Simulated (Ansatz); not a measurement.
Ba2Tl5V3O12:

```
Ba V Tl O
1.0
     4.23698    2.44622    6.12840
    -4.23698    2.44622    6.12840
     0.00000   -4.89244    6.12840
Ba V Tl O
2 3 5 12
Direct
  0.50000 0.50000 0.50000
  0.00000 0.00000 0.00000
  0.50000 0.50000 0.00000
  0.00000 0.50000 0.50000
  0.50000 0.00000 0.50000
  0.00000 0.00000 0.50000
  0.50000 0.00000 0.00000
  0.00000 0.50000 0.00000
  0.74045 0.74045 0.74045
  0.25955 0.25955 0.25955
  0.71652 0.08089 0.41242
  0.41242 0.71652 0.08089
  0.08089 0.41242 0.71652
  0.58757 0.91911 0.28348
  0.91911 0.28348 0.58757
  0.28348 0.58757 0.91911
  0.28348 0.91911 0.58757
  0.58757 0.28348 0.91911
  0.91911 0.58757 0.28348
  0.41242 0.08089 0.71652
  0.08089 0.71652 0.41242
  0.71652 0.41242 0.08089
```

The cell was built by a generator and needn't be a form met in nature.

Base run:

| Property | Result |
| --- | --- |
| Program | Ansatz 0.2.0 |
| Functional | PBE |
| Potentials or basis | all-electron LAPW, scalar-relativistic |
| Cutoff | 423 eV (chosen from the basis error) |
| Basis error allowed | 0.003 eV/atom |
| k mesh | 4 × 4 × 4 |
| Occupations | fermi-dirac, width 0.05 eV |
| Spin | collinear spin, ferromagnetic start |
| Starting moments | [0.0, 0.0, 2.0, 2.0, 2.0, 0.0, 0.0, 0.0, 0.0, 0.0, 0.0, 0.0, 0.0, 0.0, 0.0, 0.0, 0.0, 0.0, 0.0, 0.0, 0.0, 0.0] μB |

Its results: pressure 0.0 GPa; net moment 1.10 μB per cell; site moments Ba +0.00, -0.00; V +0.28; Tl -0.00, +0.01; O -0.01 μB; largest force 0.016 eV/Å.

Task: The run is repeated on the same cell with these changes: functional from PBE to PBEsol; k mesh from 4 × 4 × 4 to 3 × 3 × 3. What comes out?

Result: Pressure -4.3 GPa; net moment 1.04 μB per cell; site moments Ba +0.00, -0.00; V +0.25; Tl +0.00, +0.01; O -0.01 μB; largest force 0.244 eV/Å.

Several settings changed at once, so the effect can't be laid on one alone.

Caveats: the k mesh is thin for a metal, which can move the energy by tens of meV per atom (some runs).
